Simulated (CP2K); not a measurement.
Crystal: WAu.

```
CELL_PARAMETERS angstrom
4.11424 0.00000 0.00000
2.05712 3.56304 0.00000
2.05712 1.18768 3.35927
ATOMIC_POSITIONS crystal
W 0.00000 0.00000 0.00000
Au 0.75000 0.75000 0.75000
```

The cell was built by a generator and needn't be a form met in nature.

Program: CP2K 2026.2. Alike in all runs: task band structure; no spin polarisation; cell as given; k mesh 8 × 8 × 8.

Problem. Order these runs on this cell by their pressure, lowest first.
A. level LDA; potentials or basis GTH_POTENTIALS W GTH-PADE-q14, Au GTH-PADE-q11; TZVP-MOLOPT-PBE-GTH basis; smearing fermi-dirac 0.1 eV; EPS_DEFAULT 1.0E-10; NGRIDS 5; points a segment of the path (NPOINTS) 8; bands added on the path 6; CUTOFF of the grids 500 Ry
B. level PBE; potentials or basis POTENTIAL_UZH W GTH-PBE-q14, Au GTH-PBE-q11; TZVP-MOLOPT-PBE-GTH basis; smearing fermi-dirac 0.05 eV; EPS_DEFAULT 1.0E-9; NGRIDS 4; points a segment of the path (NPOINTS) 8; bands added on the path 6; CUTOFF of the grids 500 Ry
C. level r2SCAN; potentials or basis POTENTIAL_UZH W GTH-SCAN-q14, Au GTH-SCAN-q11; TZVP-MOLOPT-SCAN-GTH basis; smearing fermi-dirac 0.05 eV; EPS_DEFAULT 1.0E-9; NGRIDS 4; points a segment of the path (NPOINTS) 6; bands added on the path 2; CUTOFF of the grids 675 Ry

Solution. A (-16.9 GPa), C (-3.2 GPa), B (1.4 GPa).

Caveats: the basis of atomic orbitals isn't converged, which shifts pressures, moduli and gaps; so large a pressure means that the cell lies far from this level's equilibrium, or that cutoff or potentials fall short (some runs).
